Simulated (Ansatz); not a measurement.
# EuCd: how the settings move a single-point run

Aim: see which settings change the result for EuCd, by how much, and at what cost.

Method: reference: DFT, PBEsol, PAW with Ansatz's default frozen-core files, scalar-relativistic, in Ansatz 0.2.0.

**1. The system as given**

Symmetry: Pm-3m, No. 221, cubic system. Conventional cell: a = 3.917 Å, b = 3.917 Å, c = 3.917 Å, α = 90.00°, β = 90.00°, γ = 90.00°. Around Eu (site symmetry m-3m) lie 8 Cd at 3.39 Å. Around Cd (site symmetry m-3m) lie 8 Eu at 3.39 Å.

As a file:

```
CELL_PARAMETERS angstrom
3.91685 0.00000 0.00000
0.00000 3.91685 0.00000
0.00000 0.00000 7.83371
ATOMIC_POSITIONS crystal
Eu 0.50000 0.50000 0.25000
Eu 0.50000 0.50000 0.75000
Cd 0.00000 0.00000 0.00000
Cd 0.00000 0.00000 0.50000
```

**2. Reference**

The input, input.yaml:

```yaml
crystal:
  lattice:
    - [3.91685441, 0.0, 0.0]
    - [0.0, 3.91685441, 0.0]
    - [0.0, 0.0, 7.83370882]
  atoms:
    - { symbol: Eu, position: [0.5, 0.5, 0.25], spin: 7.0 }
    - { symbol: Eu, position: [0.5, 0.5, 0.75], spin: 7.0 }
    - { symbol: Cd, position: [0.0, 0.0, 0.0] }
    - { symbol: Cd, position: [0.0, 0.0, 0.5] }
magnetization:
  spin_polarized: true
kpoints:
  mp_grid: { grid: [7, 7, 4] }
scf:
  occupations: { method: fermi_dirac, width: 0.03 }
hamiltonian:
  xc: pbesol
  pseudopotentials: { kind: paw }
output:
  forces: true
  stress: true
  eigenvalues: true
  populations: true
```

On the command line:

```sh
> ansatz run input.yaml --threads 2 --pin off --max-ram 6144MiB --backend cpu --events-out ev --progress --plain --runs-dir out
```

**3. Variant: lower_state_search light, accuracy medium**

Changes to input.yaml since step 2:

```diff
@@ -16,2 +16,3 @@
   occupations: { method: fermi_dirac, width: 0.03 }
+  lower_state_search: light
 hamiltonian:
@@ -24 +25,6 @@
   populations: true
+  write_density: true
+  write_potential: true
+  elf: true
+  volumetric_format: npy
+accuracy: medium
```

Before running it: what results should come out? Wanted: for each run, ending; energy change; pressure; abs. moment; force.

As calculated:

```
                                         run     ending  energy change  pressure (GPa)  abs. moment (μB)  force (eV/Å)  cycles  time
                                   reference  converged              0            -2.0             14.22          0.00      11  38 s
1: lower_state_search light, accuracy medium  converged   0.0 meV/atom            -2.0             14.22          0.00      11  41 s
```

Times don't compare one to one where runs were asked for different outputs or read a saved state (see the inputs); cycles may leave out searches for a lower state.

Residual by cycle in the longest SCF loop of each run; runs are numbered as in the table. The quantity is the density residual dr2, in eV.

```
cycle  reference    run 1
    1       2.38     2.38
    2      0.932    0.932
    3      0.254    0.254
    4     0.0889   0.0889
    5     0.0268   0.0268
    6    0.00175  0.00175
    7     2.0e-4   2.0e-4
    8     1.6e-5   1.6e-5
    9     2.3e-6   2.3e-6
   10     3.1e-8   3.1e-8
   11     8.2e-9   8.2e-9
```

The changed input (search for lower states) leaves the energy the same to the digits printed.
